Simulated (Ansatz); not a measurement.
A nudged elastic band was laid between two geometries of a periodic cell of 17 atoms, CuSi16 (host Si, host structure diamond, interstitial Cu), cell charge +1.

These are results of DFT LDA, scalar-relativistic, plane waves, PAW (Ansatz), not measurements. Settings: PAW set soft_1, cutoff 420 eV, k mesh 2x2x2, gaussian smearing 0.05 eV, no spin polarisation.

```json
{"movable images": "7", "climbing image": "yes", "spring": "5.0 eV/Å²", "optimiser": "quadratic models (default)", "start path": "straight line", "force threshold": "0.05 eV/Å", "iteration limit": "43", "end points": "relaxed"}
```

First end point:

```xyz
17
Lattice="0.0000 5.4300 5.4300 5.4300 0.0000 5.4300 5.4300 5.4300 0.0000" Properties=species:S:1:pos:R:3
Si -0.107 0.120 0.123
Si 1.381 1.400 1.403
Si 2.759 2.680 0.009
Si 4.024 4.066 1.395
Si 2.759 0.005 2.683
Si 4.024 1.392 4.069
Si 5.402 2.672 2.675
Si 6.890 3.952 3.955
Si 0.056 2.752 2.756
Si 1.209 4.187 4.190
Si 2.675 5.353 2.784
Si 4.109 6.721 4.152
Si 2.674 2.781 5.356
Si 4.108 4.148 6.724
Si 5.574 5.314 5.318
Si 6.727 6.749 6.752
Cu 8.822 7.466 7.469
```

Last end point:

```xyz
17
Lattice="0.0000 5.4300 5.4300 5.4300 0.0000 5.4300 5.4300 5.4300 0.0000" Properties=species:S:1:pos:R:3
Si 0.053 -0.048 -0.071
Si 1.429 1.409 1.306
Si 2.591 2.844 -0.129
Si 4.026 4.006 1.307
Si 2.730 0.045 2.670
Si 4.119 1.315 4.058
Si 5.389 2.704 2.670
Si 6.673 4.192 3.953
Si 0.053 2.786 2.763
Si 1.488 3.946 4.199
Si 2.649 5.382 2.763
Si 4.026 6.838 4.139
Si 2.836 2.598 5.547
Si 4.119 4.087 6.830
Si 5.389 5.475 5.441
Si 6.777 6.745 6.830
Cu 10.181 6.115 7.460
```

(1) What changes between the two ends?

(2) Give the energies along the band, and the barrier.

(3) What is the geometry of the highest image?

The band took 10 iterations and of the order of 10 core-minutes.

Results:

(1) Contacts lost: Si13–Cu17, Si14–Cu17, Si16–Cu17. Contacts made: Si1–Cu17, Si2–Cu17, Si4–Cu17. The atom that moves furthest is Cu17, by 1.92 Å.

(2) It converged. The highest image is number 3 of 0 to 8, 0.024 eV above the ends, which have the same energy within 2 meV. By the program's own check the climbing image is a first-order saddle point (lowest curvatures found: -0.25 and 0.77 eV/Å²). Limits of this set-up: coarse k mesh, PAW files made for another functional, charged cell in a uniform background, uncorrected.

| image | path coordinate (Å) | energy (eV) | Si13–Cu17 (Å) | Si14–Cu17 (Å) | Si16–Cu17 (Å) |
| --- | --- | --- | --- | --- | --- |
| 0 | 0.00 | 0.000 | 2.35 | 2.35 | 2.33 |
| 1 | 0.35 | -0.002 | 2.33 | 2.42 | 2.38 |
| 2 | 0.69 | 0.004 | 2.34 | 2.53 | 2.45 |
| 3 | 1.04 | 0.024 | 2.38 | 2.76 | 2.50 |
| 4 | 1.37 | 0.023 | 2.43 | 3.01 | 2.54 |
| 5 | 1.70 | 0.023 | 2.54 | 3.05 | 2.78 |
| 6 | 2.02 | 0.002 | 2.70 | 3.13 | 3.05 |
| 7 | 2.35 | -0.001 | 2.98 | 3.28 | 3.29 |
| 8 | 2.68 | 0.001 | 3.31 | 3.52 | 3.52 |

(3) 
```xyz
17
Lattice="0.0000 5.4300 5.4300 5.4300 0.0000 5.4300 5.4300 5.4300 0.0000" Properties=species:S:1:pos:R:3
Si -0.057 0.114 0.087
Si 1.426 1.408 1.374
Si 2.759 2.756 -0.012
Si 4.024 4.092 1.439
Si 2.769 0.017 2.692
Si 4.088 1.410 4.034
Si 5.476 2.757 2.703
Si 6.853 4.083 4.040
Si 0.031 2.734 2.718
Si 1.204 4.033 4.256
Si 2.588 5.310 2.871
Si 4.051 6.740 4.114
Si 2.739 2.731 5.429
Si 4.126 4.108 6.763
Si 5.505 5.423 5.385
Si 6.779 6.740 6.839
Cu 9.270 6.806 7.055
```

Run time: 10 min on 1 thread of Arm Neoverse V2, on a shared host, peak memory 0.97 GiB.
